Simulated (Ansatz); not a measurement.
Predict the output of the script below (the Python package of Ansatz (0.2.0)).

`run_xc.py`:
```python
import csv

import ansatz as az


def main() -> None:
    crystal = (
        az.Lattice.of((4.303442, 0.0, 0.0), (0.0, 4.303442, 0.0), (0.0, 0.0, 4.303442))
        .atom("Li", (0.5, 0.5, 0.0))
        .atom("Li", (0.5, 0.0, 0.5))
        .atom("Li", (0.0, 0.5, 0.5))
        .atom("Mg", (0.0, 0.0, 0.0))
    )

    calc = (
        crystal.calculation()
        .pseudopotentials("paw")
        .basis(38 * az.Ry)
        .kpoints(6, 6, 6)
        .occupations("fermi_dirac", width=0.1)
        .forces()
        .stress()
    )

    rows = []
    for value in ["blyp", "pbesol", "lda"]:
        report = calc.functional(value).run(threads=1, backend="cpu").report
        rows.append((value, report["free_energy_ev"] / len(report["lattice"]["sites"]), report["n_iterations"], sum(report["stress_gpa"][i][i] for i in range(3)) / 3, max(abs(f) for row in report["forces_ev_ang"] for f in row), report["n_kpoints"]))

    with open("xc.csv", "w", newline="") as handle:
        writer = csv.writer(handle)
        writer.writerow(["functional", "F/atom (eV)", "iterations", "P (GPa)", "max component (eV/A)", "k-points"])
        writer.writerows([round(v, 5) if isinstance(v, float) else v for v in row] for row in rows)
    print(open("xc.csv").read())


if __name__ == "__main__":
    main()
```

Running `python run_xc.py` prints:
```text
functional,F/atom (eV),iterations,P (GPa),max component (eV/A),k-points
blyp,-635.45634,8,0.41293,0.0,20
pbesol,-630.29843,6,0.05354,0.0,20
lda,-626.67512,6,-1.01586,0.0,20
```

From lowest to highest: LDA (-1.0 GPa), PBEsol (0.1 GPa) and BLYP (0.4 GPa). At a fixed cell a lower pressure usually means a smaller equilibrium volume, so LDA prefers the smallest cell and BLYP the largest.

Reading the output:
- BLYP can be off by several per cent in the lattices of metals, and by several GPa in the pressure at a fixed cell.
- For a metal this k-point mesh is coarse: on a finer one energies can move by several to tens of meV an atom and pressures by half a GPa or more, differences at one mesh by less.
- Forces vanish by symmetry here and test nothing.
- Pressure is positive in compression.
- This cell is a computed structure, which may not be the phase found in nature.
- Total energies of different functionals can't be compared; pressures, moments and gaps at this one structure can.
- Wall time of the script: 8.6 s on 1 thread of Arm Neoverse N1 (shared host), peak memory 0.39 GiB.

(Lines on the test bed's own set-up are left out of the output.)
